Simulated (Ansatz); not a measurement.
Working through a single point in a Gaussian basis of C₂H₈GeO₂Si, SMILES O=CO[CH]([SiH3])[GeH3]

Computed with the Python package of Ansatz (0.2.0).

At the Python prompt:
```pycon
>>> import ansatz as az
>>> import numpy as np
>>> import pandas as pd
>>> GEOMETRY = """
... O     0.58740    1.44060   -2.35880
... C     1.24770    1.61000   -1.29900
... O     0.82230    1.06090   -0.08570
... C    -0.34400    0.25180    0.03960
... Si   -0.78070    0.09580    1.84750
... Ge   -0.01530   -1.53060   -0.68160
... H     2.15670    2.19480   -1.32620
... H    -1.20100    0.72180   -0.48810
... H     0.33660   -0.53040    2.57000
... H    -1.98580   -0.73450    1.99090
... H    -1.03730    1.43210    2.40430
... H     1.17720   -2.17590    0.06930
... H     0.31750   -1.43240   -2.19200
... H    -1.28130   -2.40390   -0.48990
... """
>>> geometry = az.Crystal.molecule()
>>> for line in GEOMETRY.strip().splitlines():
...     symbol, *xyz = line.split()
...     geometry = geometry.atom(symbol, [float(v) for v in xyz])
...
>>> calculation = geometry.calculation()
>>> calculation = calculation.basis(gaussian="def2-SVP")
>>> calculation = calculation.functional("r2scan").forces()
>>> done = calculation.run(threads=1, backend="cpu")

>>> summary = done.report
>>> summary["positions_ang"]
[[0.5874, 1.4406, -2.3588], [1.2477, 1.61, -1.299], [0.8223, 1.0609, -0.0857], [-0.344, 0.2518, 0.0396], [-0.7807, 0.0958, 1.8475], [-0.0153, -1.5306, -0.6816], [2.1567, 2.1948, -1.3262], [-1.201, 0.7218, -0.4881], [0.3366, -0.5304, 2.57], [-1.9858, -0.7345, 1.9909], [-1.0373, 1.4321, 2.4043], [1.1772, -2.1759, 0.0693], [0.3175, -1.4324, -2.192], [-1.2813, -2.4039, -0.4899]]
>>> print("reference energy %16.6f eV" % summary["reference_energy_ev"])
reference energy    -70674.721710 eV
>>> print("total energy     %16.6f eV" % summary["free_energy_ev"])
total energy        -70674.721710 eV
>>> print("occupied (up, down):", summary["n_occupied"], " virtual:", summary["n_virtual"], " frozen:", summary["n_frozen"])
occupied (up, down): [41, 41]  virtual: [105, 105]  frozen: 0
>>> state = summary["mean_field"]["state"]
>>> print(f"mean field: {state['energy']['hartree']:.7f} Ha, <S^2> = {abs(state['spin_squared']):.4f}, stability: {state.get('stability', {}).get('kind')}")
mean field: -2597.2481178 Ha, <S^2> = 0.0000, stability: minimum
>>> symbols = [site.symbol for site in geometry.cartesian_sites]
>>> forces = np.array(summary["forces_ev_ang"])
>>> print("largest force", round(float(np.linalg.norm(forces, axis=1).max()), 4), "eV/A, rms", round(float(np.sqrt((forces ** 2).mean())), 4))
largest force 6.0765 eV/A, rms 1.2606
>>> charges = summary["charge_distribution"]
>>> table = pd.DataFrame({"atom": symbols, "mulliken": charges["mulliken_charges_e"], "lowdin": charges["lowdin_charges_e"]})
>>> table.round(3)
   atom  mulliken  lowdin
0     O    -0.300  -0.032
1     C     0.322  -0.022
2     O    -0.346   0.067
3     C    -0.201  -0.148
4    Si     0.391   0.320
5    Ge     0.282   0.128
6     H     0.067  -0.016
7     H     0.097   0.024
8     H    -0.062  -0.067
9     H    -0.062  -0.066
10    H    -0.065  -0.075
11    H    -0.048  -0.039
12    H    -0.024  -0.036
13    H    -0.052  -0.038
>>> print("dipole (e A):", np.round(charges["dipole_moment_e_ang"], 4) + 0.0)
dipole (e A): [0.0637 0.0223 0.2839]
```

Reading the output:
- Total energies depend on the basis set; only differences at equal settings carry meaning.
- The geometry is a force-field or estimated start, not a minimum of this method, and the basis set is short of its limit.
- The Löwdin charges here are taken after orthogonalising the functions within each atom; they differ from plain Löwdin charges, and their signs can be unphysical.
- Timing: 15 s on 1 thread of Arm Neoverse V1 (shared host), peak memory 0.34 GiB.

(Lines on the test bed's own set-up are left out of the output.)
